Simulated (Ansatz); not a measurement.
# Si5H10 (SMILES [SiH2]1[SiH2][SiH2][SiH2][SiH2]1): levels of theory compared

Aim: a comparison of 6 runs (B3LYP/6-31G*, SVWN5/6-31G*, PBE0/def2-SVP, PBE0/aug-cc-pVDZ, MP2/6-311G**, CCSD(T)/6-31G) of Si5H10. 

The results are computed with Ansatz 0.2.0.

10 further runs of the same task are left out: 2 for a known fault of the program, 2 that didn't finish, 6 set aside as unsound or not needed. Runs told in other sessions of the task aren't counted.

## (1) The system as given

Si5H10: 15 atoms, total charge 0, spin state singlet. SMILES: `[SiH2]1[SiH2][SiH2][SiH2][SiH2]1`. Geometry: relaxed at PBE0-D4/def2-TZVP. This is one conformer, not always the lowest.

Bond lengths: Si1–Si2 2.341 Å, Si2–Si3 2.341 Å, Si3–Si4 2.346 Å, Si1–Si5 2.350 Å, Si4–Si5 2.358 Å, Si1–H6 1.491 Å, Si1–H7 1.489 Å, Si2–H8 1.488 Å, Si2–H9 1.491 Å, Si3–H10 1.489 Å, Si3–H11 1.491 Å, Si4–H12 1.490 Å, Si4–H13 1.489 Å, Si5–H14 1.489 Å, Si5–H15 1.490 Å. Some angles: Si1–Si2–Si3 100.9°, Si2–Si1–Si5 103.6°, Si2–Si3–Si4 102.6°, Si3–Si4–Si5 105.3°, Si1–Si5–Si4 105.6°, Si1–Si2–H8 114.0°, Si1–Si2–H9 109.3°, Si3–Si2–H8 114.3°, Si3–Si2–H9 109.1°, Si2–Si1–H6 108.2°.

## (2) Energy and gradient at B3LYP/6-31G(d) (spherical functions) (run 1)

run.yaml

```yaml
basis:
  gaussian:
    orbitals: 6-31G_st_-spherical.json
crystal:
  periodic: [false, false, false]
  atoms:
    - symbol: Si
      position_ang: [-1.084060, 1.459050, 0.707660]
    - symbol: Si
      position_ang: [-0.059090, -0.250640, 1.935200]
    - symbol: Si
      position_ang: [1.685310, -0.847370, 0.493250]
    - symbol: Si
      position_ang: [0.606660, -0.977730, -1.585910]
    - symbol: Si
      position_ang: [-1.132210, 0.611030, -1.483210]
    - symbol: H
      position_ang: [-0.194180, 2.654660, 0.740620]
    - symbol: H
      position_ang: [-2.428560, 1.852980, 1.210560]
    - symbol: H
      position_ang: [0.385250, 0.161940, 3.294480]
    - symbol: H
      position_ang: [-1.000910, -1.399120, 2.063570]
    - symbol: H
      position_ang: [2.395090, -2.100510, 0.869400]
    - symbol: H
      position_ang: [2.671440, 0.270290, 0.461680]
    - symbol: H
      position_ang: [0.014450, -2.335600, -1.746080]
    - symbol: H
      position_ang: [1.530020, -0.729740, -2.727130]
    - symbol: H
      position_ang: [-0.952370, 1.690690, -2.492650]
    - symbol: H
      position_ang: [-2.436840, -0.059940, -1.741430]
hamiltonian:
  xc: {name: B3LYP}
accuracy: high
output: {forces: true, orbitals: {seedname: orbitals}}
```

The basis set 6-31G* is read from a file made from the Basis Set Exchange's data (not shown).

Command:

```
$ ansatz run run.yaml --threads 1 --pin off --max-ram 3480MiB --events-out events.jsonl --progress --plain --runs-dir runs
```

Output:

```text
Warning: RAYON_NUM_THREADS=1 ignored (pool sized by the plan → 1); use --threads N
[... 16 lines left out ...]
Total energy: -39551.32246136 eV, -1453.4842916057 hartree
[... 15 lines left out ...]
Dipole moment:     0.003649    -0.001187     0.014472 e Å
```

Wall time 27 s (1 thread of Arm Neoverse V2, shared host); peak memory 0.53 GiB.

## (3) Energy and forces at SVWN5/6-31G(d) (spherical functions) (run 2)

molecule.yaml

```yaml
crystal:
  periodic: [false, false, false]
  atoms:
    - {symbol: Si, position_ang: [-1.084060, 1.459050, 0.707660]}
    - {symbol: Si, position_ang: [-0.059090, -0.250640, 1.935200]}
    - {symbol: Si, position_ang: [1.685310, -0.847370, 0.493250]}
    - {symbol: Si, position_ang: [0.606660, -0.977730, -1.585910]}
    - {symbol: Si, position_ang: [-1.132210, 0.611030, -1.483210]}
    - {symbol: H, position_ang: [-0.194180, 2.654660, 0.740620]}
    - {symbol: H, position_ang: [-2.428560, 1.852980, 1.210560]}
    - {symbol: H, position_ang: [0.385250, 0.161940, 3.294480]}
    - {symbol: H, position_ang: [-1.000910, -1.399120, 2.063570]}
    - {symbol: H, position_ang: [2.395090, -2.100510, 0.869400]}
    - {symbol: H, position_ang: [2.671440, 0.270290, 0.461680]}
    - {symbol: H, position_ang: [0.014450, -2.335600, -1.746080]}
    - {symbol: H, position_ang: [1.530020, -0.729740, -2.727130]}
    - {symbol: H, position_ang: [-0.952370, 1.690690, -2.492650]}
    - {symbol: H, position_ang: [-2.436840, -0.059940, -1.741430]}
basis:
  gaussian: {orbitals: 6-31G_st_-spherical.json}
hamiltonian: {xc: {name: SVWN5}}
accuracy: high
output: {forces: true, orbitals: {seedname: orbitals}}
```

The basis set 6-31G* is read from a file made from the Basis Set Exchange's data (not shown).

Command:

```
$ ansatz run molecule.yaml --threads 1 --pin off --max-ram 3480MiB --events-out events.jsonl --progress --plain --runs-dir runs
```

Output:

```text
Warning: RAYON_NUM_THREADS=1 ignored (pool sized by the plan → 1); use --threads N
[... 13 lines left out ...]
Total energy: -39388.88959631 eV, -1447.5149939160 hartree
[... 15 lines left out ...]
Dipole moment:     0.002369    -0.000809     0.009432 e Å
```

It took 17 s on 1 thread of Arm Neoverse V2, shared host; peak memory 0.36 GiB.

Run 3 isn't shown in full; the table further down has it.

## (4) Energy and forces at PBE0/aug-cc-pVDZ (run 4)

in.yaml

```yaml
crystal:
  periodic: [false, false, false]
  atoms:
    - {symbol: Si, position_ang: [-1.084060, 1.459050, 0.707660]}
    - {symbol: Si, position_ang: [-0.059090, -0.250640, 1.935200]}
    - {symbol: Si, position_ang: [1.685310, -0.847370, 0.493250]}
    - {symbol: Si, position_ang: [0.606660, -0.977730, -1.585910]}
    - {symbol: Si, position_ang: [-1.132210, 0.611030, -1.483210]}
    - {symbol: H, position_ang: [-0.194180, 2.654660, 0.740620]}
    - {symbol: H, position_ang: [-2.428560, 1.852980, 1.210560]}
    - {symbol: H, position_ang: [0.385250, 0.161940, 3.294480]}
    - {symbol: H, position_ang: [-1.000910, -1.399120, 2.063570]}
    - {symbol: H, position_ang: [2.395090, -2.100510, 0.869400]}
    - {symbol: H, position_ang: [2.671440, 0.270290, 0.461680]}
    - {symbol: H, position_ang: [0.014450, -2.335600, -1.746080]}
    - {symbol: H, position_ang: [1.530020, -0.729740, -2.727130]}
    - {symbol: H, position_ang: [-0.952370, 1.690690, -2.492650]}
    - {symbol: H, position_ang: [-2.436840, -0.059940, -1.741430]}
basis:
  gaussian:
    orbitals: aug-cc-pVDZ
hamiltonian:
  xc: pbe0
accuracy: high
output:
  forces: true
  orbitals: {seedname: orbitals}
```

Command:

```
$ ansatz run in.yaml --threads 1 --pin off --max-ram 3480MiB --events-out events.jsonl --progress --plain --runs-dir runs
```

Output:

```text
Warning: RAYON_NUM_THREADS=1 ignored (pool sized by the plan → 1); use --threads N
[... 16 lines left out ...]
Total energy: -39534.54219396 eV, -1452.8676281527 hartree
[... 15 lines left out ...]
Dipole moment:     0.003574    -0.001022     0.013471 e Å
```

Run time: 91 s. Hardware: 1 thread of Arm Neoverse V2, shared host; peak memory 1.8 GiB.

Run 5 isn't shown in full; the table further down has it.

## (5) Energy and gradient at CCSD(T)/6-31G (run 6)

molecule.yaml, as its differences from that of step 3:

```diff
@@ -19,5 +19,10 @@
 basis:
-  gaussian: {orbitals: 6-31G_st_-spherical.json}
-hamiltonian: {xc: {name: SVWN5}}
+  gaussian:
+    orbitals: 6-31G
+correlation:
+  method: ccsd_t
+  frozen_orbitals: {H: 0, Si: 5}
 accuracy: high
+scf:
+  omitted_lower_state_checks: [cluster_reference, increment]
 output: {forces: true, orbitals: {seedname: orbitals}}
```

Command:

```
$ ansatz run molecule.yaml --threads 1 --pin off --max-ram 3480MiB --events-out events.jsonl --progress --plain --runs-dir runs
```

Output:

```text
Warning: RAYON_NUM_THREADS=1 ignored (pool sized by the plan → 1); use --threads N
[... 11 lines left out ...]
25 core orbitals not correlated: weight in the atoms' cores, before any rotation towards them, 1.000 or more for the frozen orbitals, at most 0.000 for the correlated occupied ones
[... 22 lines left out ...]
Total energy: -39471.66142849 eV, -1450.5568026439 hartree
[... 15 lines left out ...]
Dipole moment:     0.004140    -0.001852     0.017966 e Å
Checks for a lower state left out: cluster_reference, increment
```

Run time: 45 s. Hardware: 1 thread of Arm Neoverse V2, shared host; peak memory 0.57 GiB.

## (6) Overview of the runs

```
run                               level  frozen core orbitals   energy (Eh)  dipole moment (D)  HOMO energy (eV)  LUMO energy (eV)  wall time
  1  B3LYP/6-31G* (spherical functions)                     –  -1453.484292               0.07             -7.35             -0.70       27 s
  2  SVWN5/6-31G* (spherical functions)                     –  -1447.514994               0.05             -6.63             -1.48       17 s
  3                       PBE0/def2-SVP                     –  -1452.410360               0.07             -7.74             -1.01       29 s
  4                    PBE0/aug-cc-pVDZ                     –  -1452.867628               0.07             -7.64             -1.00       91 s
  5                        MP2/6-311G**                    25  -1451.009962               0.07             -9.93              2.19       64 s
  6                       CCSD(T)/6-31G                    25  -1450.556803               0.09             -9.91              2.74       45 s
```

## (7) What came out

| quantity | value |
| --- | --- |
| run 6: total energy | -1450.55680 Eh |
| run 6: dipole moment (correlated density) | 0.09 D |
| run 6: HOMO energy (Hartree–Fock orbitals) | -9.91 eV |
| run 6: LUMO energy (Hartree–Fock orbitals) | 2.74 eV |
| run 6: HOMO–LUMO gap (Hartree–Fock orbitals) | 12.65 eV |
| run 6: correlation energy (25 core orbitals frozen) | -352.4 mEh |
| run 6: (T) correction | -7.54 mEh |
| run 6: T1 diagnostic | 0.009 |
| run 6: largest force on an atom | 0.551 eV/Å |

**Reading.** The dipole moment (its size) runs from 0.05 D (SVWN5/6-31G*) to 0.09 D (CCSD(T)/6-31G). The two ends differ in method and basis. Over runs 1, 2, 3, 4 the HOMO–LUMO gap runs from 5.15 eV (SVWN5/6-31G*) to 6.73 eV (PBE0/def2-SVP). Totals of different functionals can't be ranked against each other. All runs together took 4.5 min, the longest 91 s.
